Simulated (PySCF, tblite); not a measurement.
# C₆H₁₈N₂Si: geometry, infrared bands and NMR shifts

Aim: predict the infrared bands and NMR shifts of C₆H₁₈N₂Si (`CCCN(NC)[SiH](C)C`).

The runs use tblite 0.8.0 and PySCF 2.14.0, with density-fitted response routines of our own; the level of theory stands in each step. All values are computed, except where a source is named. Atoms are numbered from 0 throughout.

### 1 Starting geometry

27 atoms, charge 0, multiplicity 1; geometry from: force field or distance geometry start.

Bonds of the start (Å): C0–C1 1.52, C1–C2 1.49, C2–N3 1.45, N3–N4 1.41, N4–C5 1.43, N3–Si6 1.77, Si6–C7 1.87, Si6–C8 1.86, C0–H9 1.13, C0–H10 1.10, C0–H11 1.12, C1–H12 1.12, C1–H13 1.11, C2–H14 1.13, C2–H15 1.12, N4–H16 1.04, C5–H17 1.13, C5–H18 1.11, C5–H19 1.12, Si6–H20 1.45, C7–H21 1.10, C7–H22 1.10, C7–H23 1.13, C8–H24 1.12, C8–H25 1.11, C8–H26 1.10.

### 2 Geometry optimisation with GFN2-xTB

What the job is given:

```
{"job": {"kind": "relax", "xc": "GFN2-xTB", "basis": "xTB"}, "charge": 0, "multiplicity": 1}
C      2.972300    -0.212700     0.932000
C      2.461400    -0.524400    -0.467400
C      1.150300     0.145700    -0.708500
N      0.116100    -0.267400     0.219800
N     -0.011000    -1.661200     0.059500
C     -1.270600    -2.201500     0.470000
Si    -1.385300     0.577300    -0.191300
C     -1.109400     2.018600    -1.353900
C     -2.239200     1.306600     1.297300
H      2.366600     0.625900     1.385100
H      4.017800     0.126800     0.961100
H      2.867400    -1.067500     1.643800
H      2.422100    -1.623100    -0.657400
H      3.206800    -0.104000    -1.173900
H      0.812000    -0.201900    -1.729400
H      1.249200     1.257000    -0.725200
H      0.208200    -1.981400    -0.902500
H     -1.170600    -3.257600     0.873200
H     -1.982700    -2.310100    -0.372800
H     -1.741800    -1.635400     1.311100
H     -2.275000    -0.349300    -0.873300
H     -0.747100     1.698300    -2.340400
H     -0.498400     2.799500    -0.881000
H     -2.145400     2.440000    -1.522800
H     -2.572500     2.354400     1.090200
H     -1.568900     1.358100     2.182900
H     -3.152100     0.715800     1.485900
```

Run with:

```console
OMP_NUM_THREADS=1 python probes_run.py task.json out
```

This one command runs all jobs of the session in turn.

**Question.** This job is followed by: GFN2-xTB harmonic vibrations, gas phase; GIAO PBE0/pcSseg-1 NMR shielding, non-relativistic, gas phase. Predict these results of the whole session: strongest single infrared mode (GFN2-xTB); zero-point energy (GFN2-xTB); ¹³C shifts against TMS (PBE0/pcSseg-1, means over atoms taken as alike); ¹H shifts against TMS (PBE0/pcSseg-1, means over atoms taken as alike); ¹⁵N shifts against NH3 (PBE0/pcSseg-1); ²⁹Si shifts against TMS (PBE0/pcSseg-1).

The runs gave:

| quantity | value |
| --- | --- |
| strongest single infrared mode (GFN2-xTB) | 2118 cm⁻¹, 379 km/mol |
| zero-point energy (GFN2-xTB) | 147.6 kcal/mol |
| ¹³C shifts against TMS (PBE0/pcSseg-1, means over atoms taken as alike) | 58.6, 45.5, 25.7, 13.5, 2.1 ppm |
| ¹H shifts against TMS (PBE0/pcSseg-1, means over atoms taken as alike) | 5.09, 2.83, 2.82, 2.81, 1.43, 1.02, 0.16 ppm |
| ¹⁵N shifts against NH3 (PBE0/pcSseg-1) | 95.9, 84.6 ppm |
| ²⁹Si shifts against TMS (PBE0/pcSseg-1) | -10.9 ppm |

**Reading.** The optimisation took 172 steps and gained 1.356 eV; among the close pairs (by a distance rule), C7–H23 changed most, from 1.131 to 1.085 Å. All 75 modes are real, so the xTB geometry is a minimum. The strongest single mode, at 2118 cm⁻¹, moves mainly H20. Unscaled tight-binding wavenumbers are off by several per cent, some by more. Its intensities can rank the bands wrongly.
